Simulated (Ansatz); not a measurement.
Relaxation of a periodic cell of 23 atoms, Si₈O₁₅ (host SiO2, host structure Pbcn, one O atom removed), cell charge +2, to a largest force component of 0.03 eV/Å in at most 60 steps.

These are results of Ansatz 0.2.0, DFT LDA, scalar-relativistic, plane waves, PAW, not measurements. Settings: PAW set soft_1, cutoff 420 eV, k mesh 2x2x2, fermi-dirac smearing 0.05 eV, no spin polarisation.

```xyz
23
Lattice="0.0000 5.0462 4.4946 4.0970 0.0000 4.4946 4.0970 5.0462 0.0000" Properties=species:S:1:pos:R:3
Si 4.097 5.814 1.124
Si 2.049 1.755 3.371
Si 4.097 4.278 7.866
Si 2.049 3.291 1.124
O 3.006 3.151 4.129
O 3.140 4.418 1.881
O 5.054 4.418 4.860
O 3.006 1.895 1.881
O 5.188 1.895 4.860
O 5.054 5.674 2.613
O 7.237 5.674 4.129
Si 4.097 5.814 5.618
Si 6.146 6.801 7.866
Si 4.097 4.278 3.371
Si 6.146 8.337 5.618
O 3.006 8.198 4.129
O 3.140 4.418 6.376
O 0.957 4.418 4.860
O 5.188 8.198 7.108
O 5.188 6.941 4.860
O 5.054 5.674 7.108
O 3.140 5.674 4.129
O 7.103 6.941 6.376
```

Where does it end, and by what steps?

The run converged. Limits of this set-up: coarse k mesh, PAW files made for another functional, no spin, though dangling bonds at a vacancy may carry it, a small cell, in which the defect meets its images, a typed lattice constant that wasn't relaxed here, charged cell in a uniform background, uncorrected. After 5 steps the energy has fallen by 2.726 eV; Si4 moved furthest, 0.24 Å.

```
step  energy less start (eV)  largest force component (eV/Å)  accepted
   0                  0.0000                           4.398       yes
   1                 -1.8048                           2.800       yes
   2                 -2.3463                           1.540       yes
   3                 -2.6283                           1.079       yes
   4                 -2.7245                           0.070       yes
   5                 -2.7255                           0.022       yes
```

```xyz
23
Lattice="0.0000 5.0462 4.4946 4.0970 0.0000 4.4946 4.0970 5.0462 0.0000" Properties=species:S:1:pos:R:3
Si 4.161 5.871 1.180
Si 2.107 1.641 3.451
Si 3.975 4.454 7.939
Si 2.219 3.306 0.957
O 2.844 3.124 4.058
O 3.132 4.438 1.887
O 5.054 4.393 4.867
O 2.908 1.979 1.931
O 5.231 1.969 4.852
O 5.062 5.673 2.640
O 7.244 5.664 4.222
Si 4.103 5.771 5.587
Si 6.162 6.759 7.832
Si 4.065 4.222 3.368
Si 6.098 8.333 5.619
O 3.091 8.155 4.048
O 3.183 4.437 6.402
O 0.924 4.475 4.857
O 5.196 8.140 7.104
O 5.176 6.965 4.842
O 5.029 5.589 7.106
O 3.153 5.609 4.134
O 7.119 6.992 6.373
```

Whether the end is a true minimum wasn't checked by a vibrational analysis.

Run time: 70 s on 1 thread of Intel(R) Xeon(R) Processor @ 2.50GHz (Skylake/Cascade Lake), with other jobs on the host, peak memory 0.47 GiB.
